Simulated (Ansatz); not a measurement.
# BBrFH3OSi: up Jacob's ladder to CCSD(T)

The task here is to estimate one member of a computed series from the others.

Method: functionals in def2-TZVPP, the program's frozen cores in correlated methods; program: Ansatz 0.2.0, Gaussian basis.

Levels to be run: LDA (SPW92), PBE-D4, revPBE-D4, BLYP-D4, r2SCAN-D4, B97M-V, PBE0-D4, B3LYP-D4, r2SCANh-D4, r2SCAN0-D4, HSE06-D4, BHLYP-D4, CAM-B3LYP-D4, LC-ωPBE, ωB97X-V, ωB97M-V, B2PLYP, PBE-QIDH; CCSD(T)/def2-SVP; CCSD(T)/def2-TZVPP; MP2/def2-QZVPP; extrapolation to the limit; RPA on PBE.

## Structure used throughout

The geometry comes from an earlier relaxation with PBE0-D4 in a triple-zeta def2 set; it is a stationary point, not always the lowest conformer.

SMILES `OB(F)[SiH2]Br`, 8 atoms, charge 0, spin multiplicity 1.

Atoms are counted from 1 here; the program's logs count them from 0.

Bond lengths: O1–B2 1.342 Å, O1–H6 0.964 Å, B2–F3 1.327 Å, B2–Si4 2.036 Å, Si4–Br5 2.245 Å, Si4–H7 1.483 Å, Si4–H8 1.483 Å. Angles: B2–O1–H6 112.9°, O1–B2–F3 117.5°, O1–B2–Si4 122.3°, F3–B2–Si4 120.2°, B2–Si4–Br5 105.0°, B2–Si4–H7 113.7°, B2–Si4–H8 113.7°, Br5–Si4–H7 107.4°, Br5–Si4–H8 107.4°, H7–Si4–H8 109.1°.

Set-up of the first run:

in.yaml reads:

```yaml
crystal:
  periodic: [false, false, false]
  atoms:
    - {symbol: O, position_ang: [0.941692, 0.833420, 1.457297]}
    - {symbol: B, position_ang: [0.780724, -0.286003, 0.734840]}
    - {symbol: F, position_ang: [1.516596, -1.339345, 1.065725]}
    - {symbol: Si, position_ang: [-0.532781, -0.400974, -0.816522]}
    - {symbol: Br, position_ang: [-1.485044, 1.629077, -0.924317]}
    - {symbol: H, position_ang: [0.375834, 1.555539, 1.160527]}
    - {symbol: H, position_ang: [0.113232, -0.658658, -2.126820]}
    - {symbol: H, position_ang: [-1.618154, -1.390154, -0.606531]}
basis:
  gaussian: {orbitals: def2-TZVPP}
hamiltonian: {xc: lda}
output: {orbitals: {seedname: orbitals}}
```

Among the steps run: LDA; PBE-D4 (GGA); revPBE-D4 (GGA); BLYP-D4 (GGA); r2SCAN-D4 (meta-GGA); B97M-V (meta-GGA); PBE0-D4 (hybrid); B3LYP-D4 (hybrid); r2SCANh-D4 (hybrid); r2SCAN0-D4 (hybrid); HSE06-D4 (hybrid); BHLYP-D4 (hybrid); CAM-B3LYP-D4 (range-separated); LC-ωPBE (range-separated); ωB97X-V (range-separated); ωB97M-V (range-separated); B2PLYP (double hybrid); PBE-QIDH (double hybrid).

One table of the session follows, with a row left open; its other results are not shown here.

It belongs to the step «Frontier levels by functional». 

```
  functional  HOMO (eV)  gap (eV)
 LDA (SPW92)      -7.26      5.13
      PBE-D4      -7.11      5.23
   revPBE-D4      -7.05      5.27
     BLYP-D4      -6.99      5.26
   r2SCAN-D4      -7.42      5.76
      B97M-V      -7.51      5.76
     PBE0-D4      -8.42      7.44
    B3LYP-D4      -8.19      7.02
  r2SCANh-D4      -7.90      6.57
  r2SCAN0-D4      -8.62      7.77
    HSE06-D4          ?         ?
    BHLYP-D4      -9.61      9.63
CAM-B3LYP-D4      -9.76      9.92
     LC-ωPBE     -11.09     12.40
     ωB97X-V     -10.75     11.97
     ωB97M-V     -10.57     11.57
```

Q: Estimate the row for HSE06-D4 from the others.

The run gave: HOMO (eV): -8.02; gap (eV): 6.65. In the column «HOMO (eV)» it lies between B3LYP-D4 (-8.19) and r2SCANh-D4 (-7.90).
